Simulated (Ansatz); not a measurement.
# CH6IO: the cost of one run

The runs use Ansatz 0.2.0, Gaussian basis; PBE0-D4/def2-SVPD.

107 further runs of the same task are left out: 107 set aside as unsound or not needed.

## Step 1: Starting geometry

The start, a pair relaxed at PBE0-D4: SMILES `[OH3+].CI`, 9 atoms, charge 1, spin multiplicity 1.

Atoms are counted from 1 here; the program's logs count them from 0.

Bond lengths: O1–H2 0.972 Å, O1–H3 0.972 Å, O1–H4 1.091 Å, C5–I6 2.141 Å, C5–H7 1.085 Å, C5–H8 1.086 Å, C5–H9 1.085 Å. Angles: H2–O1–H3 110.7°, H2–O1–H4 112.8°, H3–O1–H4 112.8°, I6–C5–H7 107.4°, I6–C5–H8 104.9°, I6–C5–H9 107.4°, H7–C5–H8 111.8°, H7–C5–H9 113.0°, H8–C5–H9 111.8°.

Geometry (Å):

```xyz
9
charge 1, multiplicity 1
O     0.0586   -0.3040   -2.1522
H     0.8031   -0.0023   -2.7000
H    -0.7502   -0.3844   -2.6857
H    -0.0833    0.3058   -1.2583
C     0.0390   -0.1030    1.9155
I    -0.3452    1.4372    0.4781
H     1.0472   -0.4646    1.7427
H    -0.0533    0.3858    2.8809
H    -0.7158   -0.8703    1.7790
```

## Step 2: Dynamics

Contents of md/in.yaml:

```yaml
crystal:
  periodic: [false, false, false]
  atoms:
    - {symbol: O, position_ang: [0.058577, -0.303982, -2.152212]}
    - {symbol: H, position_ang: [0.803067, -0.002287, -2.699999]}
    - {symbol: H, position_ang: [-0.750241, -0.384430, -2.685746]}
    - {symbol: H, position_ang: [-0.083325, 0.305752, -1.258267]}
    - {symbol: C, position_ang: [0.039048, -0.103041, 1.915467]}
    - {symbol: I, position_ang: [-0.345185, 1.437169, 0.478131]}
    - {symbol: H, position_ang: [1.047248, -0.464581, 1.742724]}
    - {symbol: H, position_ang: [-0.053331, 0.385766, 2.880950]}
    - {symbol: H, position_ang: [-0.715759, -0.870267, 1.778953]}
basis:
  gaussian: {orbitals: def2-SVPD}
total_charge: 1
hamiltonian: {xc: pbe0, dispersion: d4}
md: {n_steps: 60, timestep: 0.75, temperature: 200, ensemble: nve, seed: 808, initial_velocities: maxwell_boltzmann}
```

On the command line:

```sh
> ansatz run in.yaml --threads 4 --pin off --events-out ev --progress --plain --max-ram 9574MiB
```

**Question.** How long does this run take on 4 threads of Arm Neoverse V1, shared host?

About 1.9 min.
